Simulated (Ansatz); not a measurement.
# ZrB2: from the listed structure to its properties

The task here is to estimate one member of a computed series from the others.

Method: DFT r2SCAN, scalar-relativistic, plane waves, PAW, in Ansatz 0.2.0.

### The system as given

It takes space group P6/mmm (No. 191, hexagonal). Conventional cell: a = 3.170 Å, b = 3.170 Å, c = 3.533 Å, α = 90.00°, β = 90.00°, γ = 120.00°. Around Zr (site symmetry 6/mmm) lie 12 B at 2.54 Å. B (site symmetry -6m2) is surrounded by 3 B at 1.83 Å and 6 Zr at 2.54 Å.

Coordinates:

```cif
data_structure
_symmetry_space_group_name_H-M 'P 1'
_symmetry_Int_Tables_number 1
_cell_length_a 3.1700
_cell_length_b 3.1700
_cell_length_c 3.5330
_cell_angle_alpha 90.000
_cell_angle_beta 90.000
_cell_angle_gamma 120.000
_cell_volume 30.75
loop_
_atom_site_label
_atom_site_type_symbol
_atom_site_fract_x
_atom_site_fract_y
_atom_site_fract_z
_atom_site_occupancy
Zr1 Zr 0.00000 0.00000 0.00000 1
B1 B 0.33333 0.66667 0.50000 1
B2 B 0.66667 0.33333 0.50000 1
```

Source of the structure: the Crystallography Open Database.

Set-up of the first run:

(A quick probe on a coarse mesh, which set the mesh and smearing, is not shown.)

Input file input.yaml:

```yaml
crystal:
  lattice:
    - [3.17, 0.0, 0.0]
    - [-1.585, 2.74530053, 0.0]
    - [0.0, 0.0, 3.533]
  atoms:
    - { symbol: Zr, position: [0.0, 0.0, 0.0] }
    - { symbol: B, position: [0.3333333333, 0.6666666667, 0.5] }
    - { symbol: B, position: [0.6666666667, 0.3333333333, 0.5] }
basis:
  ecutwfc: 500
kpoints:
  mp_grid: { grid: [15, 15, 12] }
hamiltonian:
  xc: r2scan
scf:
  occupations: { method: gaussian, width: 0.1 }
output:
  forces: true
  stress: true
  eigenvalues: true
  write_density: true
  write_potential: true
  elf: true
  volumetric_format: npy
relax:
  adjacent_minimum: "off"
  f_tol: 0.005
  max_steps: 80
  cell: { stress_tol: 0.05 }
```

The run is started by

```
$ ansatz run input.yaml --threads 1 --pin off --max-ram 2560MiB --backend cpu --events-out ev --progress --plain --runs-dir out
```

Among the steps run: Relaxing cell and atoms; Static run: bands, density of states and charges; The cell scaled to 0.97 of its volume; The cell scaled to 1.03 of its volume; Volume × 0.94; The cell scaled to 1.06 of its volume.

One table of the session follows, with a row left open; its other results are not shown here.

It belongs to the step «Equation of state». 

```
volume (Å³/atom)  energy above the lowest point (meV/atom)  pressure (GPa)
           9.668                                      30.9           16.89
           9.976                                       7.3            7.81
          10.285                                       0.0           -0.01
          10.594                                         ?               ?
          10.902                                      25.5          -12.58
```

Q: Estimate the row for volume (Å³/atom) = 10.594 from the others.

Worked estimate for «energy above the lowest point (meV/atom)». A straight line through the neighbours (10.285, 0.0) and (10.902, 25.5) gives 0.0 + (25.5 − 0.0) × (10.594 − 10.285) / (10.902 − 10.285) = 12.8; a parabola fitted to 3 rows on both sides gives 6.1.

As computed: energy above the lowest point (meV/atom): 6.7; pressure (GPa): -6.76. In «energy above the lowest point (meV/atom)» the line misses by +6.1 and the parabola by -0.6.
